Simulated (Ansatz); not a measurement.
# SnO: the cost of one run

Program: Ansatz 0.2.0. Level of theory: DFT LDA, scalar-relativistic. These are calculated values, not measurements.

### 1 The starting structure

The structure is tetragonal, space group P4/nmm (No. 129). The conventional cell has a = 3.802 Å, b = 3.802 Å, c = 4.836 Å, α = 90.00°, β = 90.00°, γ = 90.00°. Around Sn (site symmetry 4mm) lie 4 O at 2.22 Å. O (site symmetry -4m2) is surrounded by 4 Sn at 2.22 Å.

As a file:

```cif
data_structure
_symmetry_space_group_name_H-M 'P4/nmm:1'
_symmetry_Int_Tables_number 129
_cell_length_a 3.8020
_cell_length_b 3.8020
_cell_length_c 4.8360
_cell_angle_alpha 90.000
_cell_angle_beta 90.000
_cell_angle_gamma 90.000
_cell_volume 69.91
loop_
_atom_site_label
_atom_site_type_symbol
_atom_site_symmetry_multiplicity
_atom_site_Wyckoff_symbol
_atom_site_fract_x
_atom_site_fract_y
_atom_site_fract_z
_atom_site_occupancy
Sn1 Sn 2 c 0.00000 0.50000 0.23850 1
O1 O 2 a 0.00000 0.00000 0.00000 1
```

The file gives the conventional cell by its symmetry; the runs use the cell typed in the input.

Atoms are numbered in the order of the input: Sn1, Sn2, O3, O4.

### 2 After the deformation

Space group P4/nmm before, P4/nmm after.

### 3 All-electron LAPW

input.yaml

```yaml
crystal:
  lattice:
    - [3.76398, 0.0, 0.0]
    - [0.0, 3.76398, 0.0]
    - [0.0, 0.0, 4.836]
  atoms:
    - { symbol: Sn, position: [0.0, 0.5, 0.2385] }
    - { symbol: Sn, position: [0.5, 0.0, 0.7615] }
    - { symbol: O, position: [0.0, 0.0, 0.0] }
    - { symbol: O, position: [0.5, 0.5, 0.0] }
kpoints:
  mp_grid: { grid: [6, 6, 5] }
  band_path:
    path:
      - [0.0, 0.0, 0.0]
      - [0.0, 0.5, 0.0]
      - [0.5, 0.5, 0.0]
      - [0.0, 0.0, 0.0]
      - [0.0, 0.0, 0.5]
      - [0.0, 0.5, 0.5]
      - [0.5, 0.5, 0.5]
      - [0.0, 0.0, 0.5]
      - [0.0, 0.5, 0.0]
    npoints: 5
scf:
  occupations: { method: fermi_dirac, width: 0.02 }
hamiltonian:
  xc: lda
  pseudopotentials: { kind: all_electron, lapw: { basis_error: 0.0005 } }
output:
  forces: true
  stress: true
  eigenvalues: true
```

Run with:

```sh
ansatz run input.yaml --threads 1 --pin off --max-ram 4096MiB --backend cpu --events-out ev --progress --plain --runs-dir out
```

**Question.** How long does this run take on 1 thread of Arm Neoverse V2, shared host, and how much memory does it need?

About 53 s, with a peak of 0.51 GiB.
